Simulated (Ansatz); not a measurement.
**PdPt: squeezing one contact**

The task here is to estimate one member of a computed series from the others.

Program: Ansatz 0.2.0. Level of theory: DFT LDA, with the methods named in each step. These are calculated values, not measurements.

5 further runs of the same task are left out: 5 that didn't finish.

## The structure to begin with

Symmetry: R-3m, No. 166, trigonal system. Conventional cell: a = 2.767 Å, b = 2.767 Å, c = 13.681 Å, α = 90.00°, β = 90.00°, γ = 120.00°. Pd (site symmetry -3m) has 6 Pd at 2.77 Å and 6 Pt at 2.78 Å as nearest neighbours. Pt (site symmetry -3m) has 6 Pt at 2.77 Å and 6 Pd at 2.78 Å as nearest neighbours.

Structure file:

```xyz
2
Lattice="1.3834 0.7987 4.5604 -1.3834 0.7987 4.5604 0.0000 -1.5974 4.5604" Properties=species:S:1:pos:R:3 pbc="T T T"
Pd    0.0000    0.0000    0.0000
Pt    0.0000    0.0000    6.8406
```

Atoms are numbered in the order of the input: Pd1, Pt2.

Set-up of the first run:

input.yaml

```yaml
crystal:
  lattice:
    - [1.3834012978, 0.7987071117, 4.5603668681]
    - [-1.3834012978, 0.7987071117, 4.5603668681]
    - [0.0, -1.5974142234, 4.5603668681]
  atoms:
    - { symbol: Pd, position: [0.0, 0.0, 0.0] }
    - { symbol: Pt, position: [0.5, 0.5, 0.5] }
kpoints:
  mp_grid: { grid: [13, 13, 13] }
scf:
  occupations: { method: fermi_dirac, width: 0.05 }
hamiltonian:
  xc: lda
  pseudopotentials: { kind: all_electron, lapw: { basis_error: 0.001 } }
output:
  forces: true
  stress: true
  eigenvalues: true
  populations: true
```

Command:

```console
$ ansatz run input.yaml --threads 1 --pin off --max-ram 2048MiB --backend cpu --events-out ev --progress --plain --runs-dir out
```

Steps of the session up to this table: The bond as given, LAPW; Shortest bond scaled by 1, PAW; Shortest bond scaled by 1.1, PAW; Shortest bond scaled by 1.1, crystal datasets; Shortest bond scaled by 0.88, PAW; Shortest bond scaled by 0.82, PAW; Shortest bond scaled by 0.58, PAW; Shortest bond scaled by 0.58, PAW (cutoff 600 eV).

One of the session's tables, all rows but one given; the rest of the session is left out.

| method | length (Å) | force along the bond (eV/Å) | pressure (GPa) | largest force (eV/Å) |
| --- | --- | --- | --- | --- |
| LAPW | 2.784 | 0.000 | -11.06 | 0.000 |
| PAW | 1.615 | 81.796 | 269.69 | 81.969 |
| PAW | 2.283 | 5.761 | 16.42 | 6.069 |
| PAW | 2.450 | 3.081 | 0.46 | 3.329 |
| PAW | 2.784 | 0.000 | -11.04 | 0.000 |
| PAW | 3.062 | ? | ? | ? |
| PAW (cutoff 600 eV) | 1.615 | 81.711 | 269.43 | 81.884 |
| crystal datasets | 3.062 | -2.434 | -3.18 | 2.646 |

**Question.** Estimate the row for PAW, 3.062.

**Answer.** force along the bond (eV/Å): -2.431; pressure (GPa): -3.18; largest force (eV/Å): 2.643. In the column «force along the bond (eV/Å)» it lies between crystal datasets, 3.062 (-2.434) and LAPW, 2.784 (0.000).

To keep in mind: Warnings in the runs' records: gradients without spin orbit, band levels unverified, crystal datasets made, printed levels off.
